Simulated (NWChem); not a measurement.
**BPH4O2 (SMILES OB(O)P) at 3 levels**

Wanted: a comparison of 3 runs (HF/STO-3G, HF/3-21G, B3LYP/6-31G*) of BPH4O2. 

The results are computed with NWChem 7.3.0.

### 1 The molecule

BPH4O2: 8 atoms, total charge 0, spin state singlet. As SMILES, `OB(O)P`. Geometry: relaxed at GFN2-xTB. This is one conformer, not always the lowest.

Bond lengths: O1–B2 1.353 Å, B2–O3 1.341 Å, B2–P4 1.932 Å, O1–H5 0.956 Å, O3–H6 0.959 Å, P4–H7 1.385 Å, P4–H8 1.378 Å. Angles: O1–B2–O3 119.4°, O1–B2–P4 124.4°, O3–B2–P4 116.0°, B2–O1–H5 118.2°, B2–O3–H6 116.1°, B2–P4–H7 96.1°, B2–P4–H8 95.6°, H7–P4–H8 93.5°.

### 2 Energy and gradient at HF/STO-3G (run 1)

bh4o2p.nw reads:

```
start bh4o2p
title "BH4O2P gradient"
memory 2200 mb

geometry units angstrom noautosym nocenter noautoz
O     0.527220    1.393000   -0.521400
B     0.336770    0.210430    0.107050
O     0.790190    0.048570    1.359000
P    -0.480450   -1.339790   -0.706150
H     0.225670    1.478290   -1.424680
H     1.248030    0.799240    1.742560
H    -1.678900   -0.723280   -1.026160
H    -0.968540   -1.866470    0.469790
end

basis spherical bse
* library STO-3G
end

scf
thresh 1e-08
maxiter 80
print low
end

task scf gradient
```

Started as:

```sh
$ nwchem bh4o2p.nw > bh4o2p.out
```

The log of the run:

```text
[...]
  functions       =    28
[...]
  wavefunction    = RHF
[...]
         Total SCF energy =   -511.396133904591
      One-electron energy =  -1009.857569427454
      Two-electron energy =    348.197388038876
 Nuclear repulsion energy =    150.264047483988
        Time for solution =      1.7s
[...]
                         RHF ENERGY GRADIENTS
    atom               coordinates                        gradient
                 x          y          z           x          y          z
   1 O       0.996301   2.632388  -0.985303   -0.017561  -0.010256  -0.037010
   2 B       0.636403   0.397655   0.202295    0.010215   0.012003   0.019884
   3 O       1.493243   0.091784   2.568138    0.010579   0.027403  -0.001034
   4 P      -0.907919  -2.531836  -1.334430    0.000882  -0.009500  -0.004650
   5 H       0.426454   2.793563  -2.692255    0.012839   0.006629   0.026682
   6 H       2.358435   1.510345   3.292961   -0.012491  -0.027705  -0.004848
   7 H      -3.172661  -1.366801  -1.939161   -0.003524   0.000106   0.000712
   8 H      -1.830275  -3.527117   0.887774   -0.000940   0.001319   0.000264
 Task  times  cpu:        2.3s     wall:        2.3s
 Total times  cpu:        2.3s     wall:        2.3s
```

Wall time 2.9 s (1 thread of Intel Xeon Platinum 8259CL at 2.50GHz (Skylake/Cascade Lake), shared host); peak memory 0.098 GiB.

### 3 Energy and forces at HF/3-21G (run 2)

run.py reads:

```python
from ase import Atoms
from ase.calculators.nwchem import NWChem

molecule = Atoms(['O', 'B', 'O', 'P', 'H', 'H', 'H', 'H'], positions=[
    [0.527220, 1.393000, -0.521400],
    [0.336770, 0.210430, 0.107050],
    [0.790190, 0.048570, 1.359000],
    [-0.480450, -1.339790, -0.706150],
    [0.225670, 1.478290, -1.424680],
    [1.248030, 0.799240, 1.742560],
    [-1.678900, -0.723280, -1.026160],
    [-0.968540, -1.866470, 0.469790],
])

calc = NWChem(
    label='bh4o2p',
    theory='scf',
    memory='2200 mb',
    basis='3-21G',
    basispar='spherical bse',
    scf={'nopen': '0', 'rhf': None, 'thresh': '1e-08', 'maxiter': '80', 'print': 'low'},
)
molecule.calc = calc

forces = molecule.get_forces()
e = molecule.get_potential_energy()
print(f"E = {e:.6f} eV")
print("forces (eV/A):")
for s, f in zip(molecule.symbols, forces):
    print(f"{s:2s} {f[0]:10.5f} {f[1]:10.5f} {f[2]:10.5f}")
```

Started as:

```sh
$ export ASE_NWCHEM_COMMAND="nwchem PREFIX.nwi > PREFIX.nwo"
$ python run.py
```

The log of the run:

```text
E = -14009.907748 eV
forces (eV/A):
O     0.12640    0.93820   -0.39580
B    -0.20893   -0.82044   -0.52168
O     0.43066   -0.15334    1.22647
P     0.46270   -0.17093   -0.44681
H    -0.02463    0.27526   -0.35543
H     0.22955    0.24955    0.32098
H    -0.83607    0.33913   -0.59968
H    -0.17967   -0.65743    0.77190
```

The calculator wrote bh4o2p.nwi:

```
title "bh4o2p"

permanent_dir bh4o2p

scratch_dir bh4o2p

start bh4o2p

geometry units angstrom nocenter noautosym noautoz
  O  5.2722000000000002e-01 1.3930000000000000e+00 -5.2139999999999997e-01
  B  3.3677000000000001e-01 2.1043000000000001e-01 1.0705000000000001e-01
  O  7.9018999999999995e-01 4.8570000000000002e-02 1.3590000000000000e+00
  P  -4.8044999999999999e-01 -1.3397900000000000e+00 -7.0615000000000006e-01
  H  2.2567000000000001e-01 1.4782900000000001e+00 -1.4246799999999999e+00
  H  1.2480300000000000e+00 7.9923999999999995e-01 1.7425600000000001e+00
  H  -1.6789000000000001e+00 -7.2328000000000003e-01 -1.0261600000000000e+00
  H  -9.6853999999999996e-01 -1.8664700000000001e+00 4.6978999999999999e-01
end

memory 2200 mb

basis spherical bse noprint
   * library 3-21G
end

scf
  nopen 0
  rhf
  thresh 1e-08
  maxiter 80
  print low
end

task scf gradient
```

bh4o2p.nwo:

```text
Northwest Computational Chemistry Package (NWChem) 7.3.0
             --------------------------------------------------------

           Job information
           ---------------

    nwchem branch   = 7.3.0
    use scalapack   = T
    input           = bh4o2p.nwi
    prefix          = bh4o2p.
    data base       = bh4o2p/bh4o2p.db
    status          = startup
    nproc           =        1

           Memory information
           ------------------

    heap     =     72089600 doubles =      550.0 Mbytes
    stack    =     72089597 doubles =      550.0 Mbytes
    global   =    144179200 doubles =     1100.0 Mbytes (distinct from heap & stack)
    total    =    288358397 doubles =     2200.0 Mbytes
    verify   = yes
    hardfail = no

           Directory information
           ---------------------

  0 permanent = bh4o2p
  0 scratch   = bh4o2p

                                NWChem Input Module
                                -------------------

                                      bh4o2p
                                      ------

[... 26 lines left out ...]
            Nuclear Dipole moment (a.u.)
[... 51 lines left out ...]
                                      bh4o2p

  ao basis        = "ao basis"
  functions       =    48
  atoms           =     8
  closed shells   =    20
  open shells     =     0
  charge          =   0.00
  wavefunction    = RHF
  input vectors   = atomic
  output vectors  = bh4o2p/bh4o2p.movecs
  use symmetry    = F
  symmetry adapt  = F

 Forming initial guess at       0.0s

 Starting SCF solution at       0.1s

       Final RHF  results
       ------------------

         Total SCF energy =   -514.854617676999
      One-electron energy =  -1010.078819517252
      Two-electron energy =    344.960154356265
 Nuclear repulsion energy =    150.264047483988

        Time for solution =      2.2s

                              NWChem Gradients Module
                              -----------------------

                         RHF ENERGY GRADIENTS

    atom               coordinates                        gradient
                 x          y          z           x          y          z
   1 O       0.996301   2.632388  -0.985303   -0.002458  -0.018245   0.007697
   2 B       0.636403   0.397655   0.202295    0.004063   0.015955   0.010145
   3 O       1.493243   0.091784   2.568138   -0.008375   0.002982  -0.023851
[... 4 lines of this table left out ...]
   8 H      -1.830275  -3.527117   0.887774    0.003494   0.012785  -0.015011

 Task  times  cpu:        2.9s     wall:        2.9s
 Total times  cpu:        2.9s     wall:        2.9s
```

Wall time 4.5 s (1 thread of Intel Xeon Platinum 8259CL at 2.50GHz (Skylake/Cascade Lake), shared host); peak memory 0.099 GiB.

### 4 Energy and forces at B3LYP/6-31G(d) (Cartesian functions) (run 3)

m1.nw reads:

```
echo
START m1
TITLE "BH4O2P B3LYP"
memory stack 880 mb heap 220 mb global 1100 mb
charge 0

GEOMETRY units angstroms noautosym nocenter noautoz
  O      0.527220     1.393000    -0.521400
  B      0.336770     0.210430     0.107050
  O      0.790190     0.048570     1.359000
  P     -0.480450    -1.339790    -0.706150
  H      0.225670     1.478290    -1.424680
  H      1.248030     0.799240     1.742560
  H     -1.678900    -0.723280    -1.026160
  H     -0.968540    -1.866470     0.469790
END

BASIS
  O library 6-31G*
  B library 6-31G*
  P library 6-31G*
  H library 6-31G*
END

DFT
  xc b3lyp
  grid xfine
  convergence energy 1e-08
  iterations 100
  mulliken
END

TASK dft gradient
```

Started as:

```sh
$ nwchem m1.nw > m1.out
```

The log of the run:

```text
[...]
          Wavefunction type:  closed shell.
          No. of atoms     :     8
          No. of electrons :    40
[...]
          Charge           :     0
          Spin multiplicity:     1
[...]
          AO basis - number of functions:    72
[...]
              XC Information
              --------------
                         B3LYP Method XC Potential
                     Hartree-Fock (Exact) Exchange  0.200
                        Slater Exchange Functional  0.800 local
                    Becke 1988 Exchange Functional  0.720 non-local
              Lee-Yang-Parr Correlation Functional  0.810
                  VWN I RPA Correlation Functional  0.190 local
[...]
 d= 0,ls=0.0,diis     1   -519.0570191803 -6.69D+02  1.53D-02  8.62D-01     4.0
[...]
 d= 0,ls=0.0,diis    10   -519.1460385818 -3.26D-09  3.54D-07  6.02D-10    37.4
         Total DFT energy =     -519.146038581850
      One electron energy =    -1014.047910453220
           Coulomb energy =      390.754174712126
    Exchange-Corr. energy =      -46.116350324743
 Nuclear repulsion energy =      150.264047483988
[...]
      Total Density - Mulliken Population Analysis
     ---------------------------------------------
    Atom       Charge   Shell Charges
 -----------   ------   -------------------------------------------------------
    1 O    8     8.55   1.99  0.90  2.97  0.88  1.77  0.03
    2 B    5     4.61   1.99  0.54  1.44  0.22  0.30  0.13
    3 O    8     8.53   1.99  0.90  2.97  0.87  1.76  0.03
    4 P   15    15.20   2.00  1.99  5.97  1.25  2.49  0.52  0.93  0.07
    5 H    1     0.58   0.48  0.11
    6 H    1     0.59   0.47  0.12
    7 H    1     0.98   0.52  0.46
    8 H    1     0.95   0.52  0.43
[...]
  wavefunction    = closed shell
                         DFT ENERGY GRADIENTS
    atom               coordinates                        gradient
                 x          y          z           x          y          z
   1 O       0.996301   2.632388  -0.985303   -0.007718  -0.015617  -0.004751
   2 B       0.636403   0.397655   0.202295    0.004464   0.002829   0.007811
   3 O       1.493243   0.091784   2.568138   -0.001733   0.013472  -0.016394
   4 P      -0.907919  -2.531836  -1.334430   -0.015640   0.005643   0.014254
   5 H       0.426454   2.793563  -2.692255    0.004459   0.003029   0.008253
   6 H       2.358435   1.510345   3.292961   -0.004649  -0.010674  -0.000073
   7 H      -3.172661  -1.366801  -1.939161    0.015179  -0.008018   0.007179
   8 H      -1.830275  -3.527117   0.887774    0.005638   0.009337  -0.016279
[...]
```

It took 46 s on 1 thread of Intel Xeon Platinum 8259CL at 2.50GHz (Skylake/Cascade Lake), shared host; peak memory 0.14 GiB.

### 5 All runs side by side

```
run                               level  Cartesian functions  iteration cap  energy (Eh)  largest force (eV/Å)  wall time
  1                           HF/STO-3G                   no             80  -511.396134                 2.172      2.9 s
  2                            HF/3-21G                   no             80  -514.854618                 1.309      4.5 s
  3  B3LYP/6-31G* (Cartesian functions)                  yes            100  -519.146039                 1.126       46 s
```

### 6 Summary of results

| quantity | value |
| --- | --- |
| run 3: total energy | -519.14604 Eh |
| run 3: dipole moment | 2.03 D |
| run 3: HOMO energy | -6.82 eV |
| run 3: LUMO energy | 0.98 eV |
| run 3: HOMO–LUMO gap | 7.80 eV |
| run 3: largest force on an atom | 1.126 eV/Å |

In run 1 the basis is minimal, so the values are rough. All runs together took 54 s, the longest 46 s.
